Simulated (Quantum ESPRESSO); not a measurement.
# Co (P6_3/mmc) in Quantum ESPRESSO: further runs

The runs below take Co through band structure, with PBEsol, PBE+U.

Program: Quantum ESPRESSO 7.5. These are calculated values, not measurements. Logs are shortened: lines on timing, memory, paths and dates and some standing lists are left out, and cuts for length are marked.

## (1) The structure

Symmetry: P6_3/mmc, No. 194, hexagonal system. The conventional cell has a = 2.507 Å, b = 2.507 Å, c = 4.069 Å, α = 90.00°, β = 90.00°, γ = 120.00°. Around Co (site symmetry -6m2) lie 12 Co at 2.50 to 2.51 Å.

## (2) Band structure, PBEsol, collinear spin, ferromagnetic start

The input, pw.in:

```
&CONTROL
  calculation = 'scf'
  prefix = 'pwscf'
  outdir = './tmp'
  pseudo_dir = './pseudo'
  tprnfor = .true.
  tstress = .true.
  disk_io = 'low'
/
&SYSTEM
  ibrav = 0
  celldm(1) = 8
  nat = 2
  ntyp = 1
  ecutwfc = 56
  ecutrho = 448
  nbnd = 28
  occupations = 'smearing'
  smearing = 'fd'
  degauss = 0.00367493
  nspin = 2
  starting_magnetization(1) = 0.1176
/
&ELECTRONS
  conv_thr = 4d-10
  electron_maxstep = 120
  mixing_beta = 0.3
/
ATOMIC_SPECIES
Co    58.9332 co_pbesol_v1.2.uspp.F.UPF
CELL_PARAMETERS alat
  0.5921929243046   0.0000000000000   0.0000000000000
 -0.2960964621523   0.5128541163892   0.0000000000000
  0.0000000000000   0.0000000000000   0.9611619501378
ATOMIC_POSITIONS crystal
Co     0.3333333333    0.6666666667    0.2500000000
Co     0.6666666667    0.3333333333    0.7500000000
K_POINTS automatic
16 16 10 0 0 0
```

The input, bands.in:

```
&CONTROL
  calculation = 'bands'
  prefix = 'pwscf'
  outdir = './tmp'
  pseudo_dir = './pseudo'
  disk_io = 'low'
  verbosity = 'high'
/
&SYSTEM
  ibrav = 0
  celldm(1) = 8
  nat = 2
  ntyp = 1
  ecutwfc = 56
  ecutrho = 448
  nbnd = 28
  occupations = 'smearing'
  smearing = 'fd'
  degauss = 0.00367493
  nspin = 2
  starting_magnetization(1) = 0.1176
/
&ELECTRONS
  conv_thr = 1d-08
  electron_maxstep = 120
  mixing_beta = 0.3
  diago_full_acc = .true.
  startingwfc = 'random'
/
ATOMIC_SPECIES
Co    58.9332 co_pbesol_v1.2.uspp.F.UPF
CELL_PARAMETERS alat
  0.5921929243046   0.0000000000000   0.0000000000000
 -0.2960964621523   0.5128541163892   0.0000000000000
  0.0000000000000   0.0000000000000   0.9611619501378
ATOMIC_POSITIONS crystal
Co     0.3333333333    0.6666666667    0.2500000000
Co     0.6666666667    0.3333333333    0.7500000000
K_POINTS crystal
60
 0.0000000000  0.0000000000  0.0000000000 1
 0.0714285714  0.0000000000  0.0000000000 1
 0.1428571429  0.0000000000  0.0000000000 1
 0.2142857143  0.0000000000  0.0000000000 1
 0.2857142857  0.0000000000  0.0000000000 1
 0.3571428571  0.0000000000  0.0000000000 1
 0.4285714286  0.0000000000  0.0000000000 1
 0.5000000000  0.0000000000  0.0000000000 1
 0.4583333333  0.0833333333  0.0000000000 1
 0.4166666667  0.1666666667  0.0000000000 1
 0.3750000000  0.2500000000  0.0000000000 1
 0.3333333333  0.3333333333  0.0000000000 1
 0.2962962963  0.2962962963  0.0000000000 1
 0.2592592593  0.2592592593  0.0000000000 1
 0.2222222222  0.2222222222  0.0000000000 1
 0.1851851852  0.1851851852  0.0000000000 1
 0.1481481481  0.1481481481  0.0000000000 1
 0.1111111111  0.1111111111  0.0000000000 1
 0.0740740741  0.0740740741  0.0000000000 1
 0.0370370370  0.0370370370  0.0000000000 1
 0.0000000000  0.0000000000  0.0000000000 1
 0.0000000000  0.0000000000  0.1250000000 1
 0.0000000000  0.0000000000  0.2500000000 1
 0.0000000000  0.0000000000  0.3750000000 1
 0.0000000000  0.0000000000  0.5000000000 1
 0.0625000000  0.0000000000  0.5000000000 1
 0.1250000000  0.0000000000  0.5000000000 1
 0.1875000000  0.0000000000  0.5000000000 1
 0.2500000000  0.0000000000  0.5000000000 1
 0.3125000000  0.0000000000  0.5000000000 1
 0.3750000000  0.0000000000  0.5000000000 1
 0.4375000000  0.0000000000  0.5000000000 1
 0.5000000000  0.0000000000  0.5000000000 1
 0.4666666667  0.0666666667  0.5000000000 1
 0.4333333333  0.1333333333  0.5000000000 1
 0.4000000000  0.2000000000  0.5000000000 1
 0.3666666667  0.2666666667  0.5000000000 1
 0.3333333333  0.3333333333  0.5000000000 1
 0.3030303030  0.3030303030  0.5000000000 1
 0.2727272727  0.2727272727  0.5000000000 1
 0.2424242424  0.2424242424  0.5000000000 1
 0.2121212121  0.2121212121  0.5000000000 1
 0.1818181818  0.1818181818  0.5000000000 1
 0.1515151515  0.1515151515  0.5000000000 1
 0.1212121212  0.1212121212  0.5000000000 1
 0.0909090909  0.0909090909  0.5000000000 1
 0.0606060606  0.0606060606  0.5000000000 1
 0.0303030303  0.0303030303  0.5000000000 1
 0.0000000000  0.0000000000  0.5000000000 1
 0.5000000000  0.0000000000  0.5000000000 1
 0.5000000000  0.0000000000  0.3750000000 1
 0.5000000000  0.0000000000  0.2500000000 1
 0.5000000000  0.0000000000  0.1250000000 1
 0.5000000000  0.0000000000  0.0000000000 1
 0.3333333333  0.3333333333  0.0000000000 1
 0.3333333333  0.3333333333  0.1000000000 1
 0.3333333333  0.3333333333  0.2000000000 1
 0.3333333333  0.3333333333  0.3000000000 1
 0.3333333333  0.3333333333  0.4000000000 1
 0.3333333333  0.3333333333  0.5000000000 1
```

Potentials or basis: GBRV 1.5 PBEsol.

Started as:

```
OMP_NUM_THREADS=1 pw.x -in pw.in > pw.out
OMP_NUM_THREADS=1 pw.x -in bands.in > bands.out
```

pw.out:

```text
This program is part of the open-source Quantum ESPRESSO suite
     for quantum simulation of materials; please cite
         "P. Giannozzi et al., J. Phys.:Condens. Matter 21 395502 (2009);
         "P. Giannozzi et al., J. Phys.:Condens. Matter 29 465901 (2017);
         "P. Giannozzi et al., J. Chem. Phys. 152 154105 (2020);
     in publications or presentations arising from this work. More details at

     Message from routine setup:
     using ibrav=0 with symmetry is DISCOURAGED, use correct ibrav instead

     G-vector sticks info
     --------------------
     sticks:   dense  smooth     PW     G-vecs:    dense   smooth      PW
     Sum         685     349    109                23883     8497    1509

     Using Slab Decomposition

     bravais-lattice index     =            0
     lattice parameter (alat)  =       8.0000  a.u.
     unit-cell volume          =     149.4595 (a.u.)^3
     number of atoms/cell      =            2
     number of atomic types    =            1
     number of electrons       =        34.00
     number of Kohn-Sham states=           28
     kinetic-energy cutoff     =      56.0000  Ry
     charge density cutoff     =     448.0000  Ry
     scf convergence threshold =      4.0E-10
     mixing beta               =       0.3000
     number of iterations used =            8  plain     mixing
     Exchange-correlation= SLA  PW   PSX  PSC
                           (   1   4  10   8   0   0   0)

     celldm(1)=   8.000000  celldm(2)=   0.000000  celldm(3)=   0.000000
     celldm(4)=   0.000000  celldm(5)=   0.000000  celldm(6)=   0.000000

     crystal axes: (cart. coord. in units of alat)
               a(1) = (   0.592193   0.000000   0.000000 )
               a(2) = (  -0.296096   0.512854   0.000000 )
               a(3) = (   0.000000   0.000000   0.961162 )

     reciprocal axes: (cart. coord. in units 2 pi/alat)
               b(1) = (  1.688639  0.974936 -0.000000 )
               b(2) = (  0.000000  1.949872  0.000000 )
               b(3) = (  0.000000 -0.000000  1.040407 )

     PseudoPot. # 1 for Co read from file:
     co_pbesol_v1.2.uspp.F.UPF
     Pseudo is Ultrasoft + core correction, Zval = 17.0
     Generated by new atomic code, or converted to UPF format
     Using radial grid of  863 points,  6 beta functions with:
                l(1) =   0
                l(2) =   0
                l(3) =   1
                l(4) =   1
                l(5) =   2
                l(6) =   2
     Q(r) pseudized with  8 coefficients,  rinner =    1.200   1.200   1.200
                                                       1.200   1.200

     atomic species   valence    mass     pseudopotential
     Co               17.00    58.93320     Co( 1.00)

     Starting magnetic structure
     atomic species   magnetization
     Co              0.118

     24 Sym. Ops., with inversion, found (12 have fractional translation)

   Cartesian axes

     site n.     atom                  positions (alat units)
         1        Co     tau(   1) = (  -0.0000000   0.3419027   0.2402905  )
         2        Co     tau(   2) = (   0.2960965   0.1709514   0.7208715  )

     number of k points=   180  Fermi-Dirac smearing, width (Ry)=  0.0037

     Number of k-points >= 100: set verbosity='high' to print them.

     Dense  grid:    23883 G-vectors     FFT dimensions: (  32,  32,  54)

     Smooth grid:     8497 G-vectors     FFT dimensions: (  24,  24,  40)

     Check: negative core charge=   -0.000036
     Generating pointlists ...
     new r_m :   0.2433 (alat units)  1.9463 (a.u.) for type    1

     Initial potential from superposition of free atoms

     starting charge      32.0000, renormalised to      34.0000
     Starting wfcs are   26 randomized atomic wfcs +    2 random wfcs

     Self-consistent Calculation

     iteration #  1     ecut=    56.00 Ry     beta= 0.30
     Davidson diagonalization with overlap
     ethr =  1.00E-02,  avg # of iterations =  4.6

     total energy              =    -593.21663159 Ry
     estimated scf accuracy    <      15.10816473 Ry

     total magnetization       =     2.14 Bohr mag/cell
     absolute magnetization    =     2.19 Bohr mag/cell

     iteration #  2     ecut=    56.00 Ry     beta= 0.30
     Davidson diagonalization with overlap
     ethr =  1.00E-02,  avg # of iterations =  2.1

     total energy              =    -596.41434827 Ry
     estimated scf accuracy    <       0.72264886 Ry

     total magnetization       =     3.10 Bohr mag/cell
     absolute magnetization    =     3.26 Bohr mag/cell

     iteration #  3     ecut=    56.00 Ry     beta= 0.30
     Davidson diagonalization with overlap
     ethr =  2.13E-03,  avg # of iterations =  1.2

     total energy              =    -596.54210269 Ry
     estimated scf accuracy    <       0.00973972 Ry

     total magnetization       =     3.25 Bohr mag/cell
     absolute magnetization    =     3.45 Bohr mag/cell

     iteration #  4     ecut=    56.00 Ry     beta= 0.30
     Davidson diagonalization with overlap
     ethr =  2.86E-05,  avg # of iterations =  3.5

     total energy              =    -596.54374735 Ry
     estimated scf accuracy    <       0.00279118 Ry

     total magnetization       =     3.25 Bohr mag/cell
     absolute magnetization    =     3.47 Bohr mag/cell

     iteration #  5     ecut=    56.00 Ry     beta= 0.30
     Davidson diagonalization with overlap
     ethr =  8.21E-06,  avg # of iterations =  2.0

     total energy              =    -596.54434489 Ry
     estimated scf accuracy    <       0.00050480 Ry

     total magnetization       =     3.27 Bohr mag/cell
     absolute magnetization    =     3.58 Bohr mag/cell

     iteration #  6     ecut=    56.00 Ry     beta= 0.30
     Davidson diagonalization with overlap
     ethr =  1.48E-06,  avg # of iterations =  1.1

     total energy              =    -596.54443524 Ry
     estimated scf accuracy    <       0.00026545 Ry

     total magnetization       =     3.27 Bohr mag/cell
     absolute magnetization    =     3.58 Bohr mag/cell

     iteration #  7     ecut=    56.00 Ry     beta= 0.30
     Davidson diagonalization with overlap
     ethr =  7.81E-07,  avg # of iterations =  1.5

     total energy              =    -596.54452005 Ry
     estimated scf accuracy    <       0.00003321 Ry

     total magnetization       =     3.29 Bohr mag/cell
     absolute magnetization    =     3.63 Bohr mag/cell

     iteration #  8     ecut=    56.00 Ry     beta= 0.30
     Davidson diagonalization with overlap
     ethr =  9.77E-08,  avg # of iterations =  1.0

     total energy              =    -596.54452426 Ry
     estimated scf accuracy    <       0.00000771 Ry

     total magnetization       =     3.30 Bohr mag/cell
     absolute magnetization    =     3.64 Bohr mag/cell

     iteration #  9     ecut=    56.00 Ry     beta= 0.30
     Davidson diagonalization with overlap
     ethr =  2.27E-08,  avg # of iterations =  1.5

     total energy              =    -596.54452679 Ry
     estimated scf accuracy    <       0.00000074 Ry

     total magnetization       =     3.30 Bohr mag/cell
     absolute magnetization    =     3.65 Bohr mag/cell

     iteration # 10     ecut=    56.00 Ry     beta= 0.30
     Davidson diagonalization with overlap
     ethr =  2.18E-09,  avg # of iterations =  1.3

     total energy              =    -596.54452691 Ry
     estimated scf accuracy    <       0.00000011 Ry

     total magnetization       =     3.30 Bohr mag/cell
     absolute magnetization    =     3.65 Bohr mag/cell

     iteration # 11     ecut=    56.00 Ry     beta= 0.30
     Davidson diagonalization with overlap
     ethr =  3.26E-10,  avg # of iterations =  2.0

     total energy              =    -596.54452698 Ry
     estimated scf accuracy    <       0.00000001 Ry

     total magnetization       =     3.30 Bohr mag/cell
     absolute magnetization    =     3.65 Bohr mag/cell

     iteration # 12     ecut=    56.00 Ry     beta= 0.30
     Davidson diagonalization with overlap
     ethr =  3.19E-11,  avg # of iterations =  1.5

     Magnetic moment per site  (integrated on atomic sphere of radius R)
     atom   1 (R=0.243)  charge= 15.6065  magn=  1.7311
     atom   2 (R=0.243)  charge= 15.6065  magn=  1.7311

     End of self-consistent calculation

     Number of k-points >= 100: set verbosity='high' to print the bands.

     the Fermi energy is    17.8712 ev

!    total energy              =    -596.54452699 Ry
     estimated scf accuracy    <          1.6E-10 Ry
     smearing contrib. (-TS)   =      -0.00116605 Ry
     internal energy E=F+TS    =    -596.54336094 Ry

     The total energy is F=E-TS. E is the sum of the following terms:
     one-electron contribution =    -313.31115278 Ry
     hartree contribution      =     177.74485684 Ry
     xc contribution           =     -64.65439371 Ry
     ewald contribution        =    -396.32267129 Ry

     total magnetization       =     3.30 Bohr mag/cell
     absolute magnetization    =     3.65 Bohr mag/cell

     convergence has been achieved in  12 iterations

     Forces acting on atoms (cartesian axes, Ry/au):

     atom    1 type  1   force =     0.00000000    0.00000000    0.00000000
     atom    2 type  1   force =     0.00000000    0.00000000    0.00000000

     Total force =     0.000000     Total SCF correction =     0.000000

     Computing stress (Cartesian axis) and pressure

          total   stress  (Ry/bohr**3)                   (kbar)     P=     -136.71
  -0.00089905  -0.00000000  -0.00000000         -132.26       -0.00       -0.00
  -0.00000000  -0.00089905  -0.00000000           -0.00     -132.26       -0.00
   0.00000000   0.00000000  -0.00098994            0.00        0.00     -145.62

=------------------------------------------------------------------------------=
   JOB DONE.
=------------------------------------------------------------------------------=
```

Run time: 4.3 min. Hardware: 1 thread of Intel Xeon Platinum 8259CL at 2.50GHz (Skylake/Cascade Lake), shared host; peak memory 0.28 GiB.

What came out:

```yaml
Free_energy: -8116.4018 eV
Pressure: -13.7 GPa
Band_gap_on_the_k_mesh: none (metal or under the smearing width)
Net_moment: 3.30 μB per cell
Absolute_moment: 3.65 μB per cell
Site_moments: Co +1.73 μB
Valence_electrons_inside_the_program's_atomic_spheres: Co 15.61
```

Stress tensor (GPa, compression positive):
```
-13.23   0.00   0.00
  0.00 -13.23   0.00
  0.00   0.00 -14.56
```

Levels at the corners of the path, in eV from the Fermi level:
Spin up:
| point | band 15 | band 16 | band 17 | band 18 | band 19 | band 20 | band 21 | band 22 |
| --- | --- | --- | --- | --- | --- | --- | --- | --- |
| Γ | -2.38 | -2.03 | -2.03 | -0.96 | -0.96 | -0.31 | 5.95 | 21.55 |
| M | -2.30 | -0.83 | -0.75 | -0.68 | 1.10 | 3.06 | 9.30 | 9.90 |
| K | -2.04 | -1.07 | -1.07 | -0.97 | 4.25 | 5.01 | 5.01 | 11.93 |
| Γ | -2.38 | -2.03 | -2.03 | -0.96 | -0.96 | -0.31 | 5.95 | 21.55 |
| A | -2.75 | -2.75 | -1.27 | -1.27 | -1.27 | -1.27 | 14.47 | 14.47 |
| L | -1.20 | -1.20 | -0.74 | -0.74 | 1.38 | 1.38 | 6.91 | 6.91 |
| H | -2.01 | -2.01 | -0.91 | -0.91 | 5.43 | 5.43 | 7.02 | 7.02 |
| A | -2.75 | -2.75 | -1.27 | -1.27 | -1.27 | -1.27 | 14.47 | 14.47 |
| L | -1.20 | -1.20 | -0.74 | -0.74 | 1.38 | 1.38 | 6.91 | 6.91 |
| M | -2.30 | -0.83 | -0.75 | -0.68 | 1.10 | 3.06 | 9.30 | 9.90 |
| K | -2.04 | -1.07 | -1.07 | -0.97 | 4.25 | 5.01 | 5.01 | 11.93 |
| H | -2.01 | -2.01 | -0.91 | -0.91 | 5.43 | 5.43 | 7.02 | 7.02 |
Spin down:
| point | band 14 | band 15 | band 16 | band 17 | band 18 | band 19 |
| --- | --- | --- | --- | --- | --- | --- |
| Γ | -0.54 | -0.54 | -0.31 | -0.11 | -0.11 | 1.08 |
| M | -1.01 | -0.59 | 1.23 | 1.34 | 1.39 | 2.51 |
| K | -1.33 | -0.29 | 0.94 | 0.94 | 1.09 | 5.16 |
| Γ | -0.54 | -0.54 | -0.31 | -0.11 | -0.11 | 1.08 |
| A | -0.96 | -0.96 | -0.96 | 0.75 | 0.75 | 0.75 |
| L | -0.01 | 0.21 | 0.21 | 1.33 | 1.33 | 2.14 |
| H | -1.71 | -0.14 | -0.14 | 1.12 | 1.12 | 6.18 |
| A | -0.96 | -0.96 | -0.96 | 0.75 | 0.75 | 0.75 |
| L | -0.01 | 0.21 | 0.21 | 1.33 | 1.33 | 2.14 |
| M | -1.01 | -0.59 | 1.23 | 1.34 | 1.39 | 2.51 |
| K | -1.33 | -0.29 | 0.94 | 0.94 | 1.09 | 5.16 |
| H | -1.71 | -0.14 | -0.14 | 1.12 | 1.12 | 6.18 |

## (3) Band structure, PBE+U, collinear spin, ferromagnetic start

Changes to pw.in since step 2:

```diff
@@ -14,4 +14,4 @@
   ntyp = 1
-  ecutwfc = 56
-  ecutrho = 448
+  ecutwfc = 55
+  ecutrho = 440
   nbnd = 28
@@ -29,3 +29,3 @@
 ATOMIC_SPECIES
-Co    58.9332 co_pbesol_v1.2.uspp.F.UPF
+Co    58.9332 Co_pbe_v1.2.uspp.F.UPF
 CELL_PARAMETERS alat
@@ -39 +39,3 @@
 16 16 10 0 0 0
+HUBBARD {ortho-atomic}
+U Co-3d 2.0
```

Changes to bands.in since step 2:

```diff
@@ -13,4 +13,4 @@
   ntyp = 1
-  ecutwfc = 56
-  ecutrho = 448
+  ecutwfc = 55
+  ecutrho = 440
   nbnd = 28
@@ -27,6 +27,5 @@
   diago_full_acc = .true.
-  startingwfc = 'random'
 /
 ATOMIC_SPECIES
-Co    58.9332 co_pbesol_v1.2.uspp.F.UPF
+Co    58.9332 Co_pbe_v1.2.uspp.F.UPF
 CELL_PARAMETERS alat
@@ -100 +99,3 @@
  0.3333333333  0.3333333333  0.5000000000 1
+HUBBARD {ortho-atomic}
+U Co-3d 2.0
```

Potentials or basis: SSSP 1.3 efficiency PBE.

Started as:

```
OMP_NUM_THREADS=1 pw.x -in pw.in > pw.out
OMP_NUM_THREADS=1 pw.x -in bands.in > bands.out
```

Wall time 5.3 min (1 thread of Intel Xeon Platinum 8259CL at 2.50GHz (Skylake/Cascade Lake), shared host); peak memory 0.33 GiB.

It converged, with:

* Free energy: -8119.3371 eV
* Pressure: -0.3 GPa
* Band gap on the k mesh: none (metal or under the smearing width)
* Net moment: 3.59 μB per cell
* Absolute moment: 4.09 μB per cell
* Site moments: Co +1.91 μB
* Valence electrons inside the program's atomic spheres: Co 15.62

Stress tensor (GPa, compression positive):
```
-0.83  0.00  0.00
 0.00 -0.83  0.00
 0.00  0.00  0.80
```

Levels at the corners of the path, in eV from the Fermi level:
Spin up:
```
point  band 15  band 16  band 17  band 18  band 19  band 20  band 21  band 22  band 23  band 24
    Γ    -3.27    -2.95    -2.95    -1.89    -1.89    -0.24     5.83    21.63    24.02    24.02
    M    -3.11    -1.72    -1.68    -1.58     0.77     2.85     9.31     9.95    12.35    13.49
    K    -2.89    -1.95    -1.95    -1.89     4.10     4.90     4.90    11.97    12.68    12.68
    Γ    -3.27    -2.95    -2.95    -1.89    -1.89    -0.24     5.83    21.63    24.02    24.02
    A    -3.63    -3.63    -2.18    -2.18    -2.18    -2.18    14.52    14.52    22.33    22.33
    L    -1.99    -1.99    -1.63    -1.63     1.34     1.34     6.82     6.82    17.92    17.92
    H    -2.90    -2.90    -1.80    -1.80     5.35     5.35     6.93     6.93     9.13     9.13
    A    -3.63    -3.63    -2.18    -2.18    -2.18    -2.18    14.52    14.52    22.33    22.33
    L    -1.99    -1.99    -1.63    -1.63     1.34     1.34     6.82     6.82    17.92    17.92
    M    -3.11    -1.72    -1.68    -1.58     0.77     2.85     9.31     9.95    12.35    13.49
    K    -2.89    -1.95    -1.95    -1.89     4.10     4.90     4.90    11.97    12.68    12.68
    H    -2.90    -2.90    -1.80    -1.80     5.35     5.35     6.93     6.93     9.13     9.13
```
Spin down:
```
point  band 13  band 14  band 15  band 16  band 17  band 18  band 19  band 20
    Γ    -0.84    -0.47    -0.47    -0.37     0.04     0.04     1.25     1.25
    M    -0.92    -0.91    -0.56     1.33     1.49     1.50     2.56     4.23
    K    -1.22    -1.22    -0.22     1.00     1.00     1.25     5.20     5.93
    Γ    -0.84    -0.47    -0.47    -0.37     0.04     0.04     1.25     1.25
    A    -0.89    -0.89    -0.89    -0.89     0.90     0.90     0.90     0.90
    L     0.13     0.13     0.21     0.21     1.43     1.43     2.18     2.18
    H    -1.70    -1.70    -0.04    -0.04     1.19     1.19     6.21     6.21
    A    -0.89    -0.89    -0.89    -0.89     0.90     0.90     0.90     0.90
    L     0.13     0.13     0.21     0.21     1.43     1.43     2.18     2.18
    M    -0.92    -0.91    -0.56     1.33     1.49     1.50     2.56     4.23
    K    -1.22    -1.22    -0.22     1.00     1.00     1.25     5.20     5.93
    H    -1.70    -1.70    -0.04    -0.04     1.19     1.19     6.21     6.21
```

Eigenvalues of the final occupation matrices:
```
   site  spin  trace               eigenvalues
Co 1 3d     1   4.75  0.94 0.95 0.95 0.96 0.96
Co 1 3d     2   2.78  0.54 0.54 0.56 0.56 0.58
Co 2 3d     1   4.75  0.94 0.95 0.95 0.96 0.96
Co 2 3d     2   2.78  0.54 0.54 0.56 0.56 0.58
```

Caveat: the U is typed as a test and isn't derived for this compound.
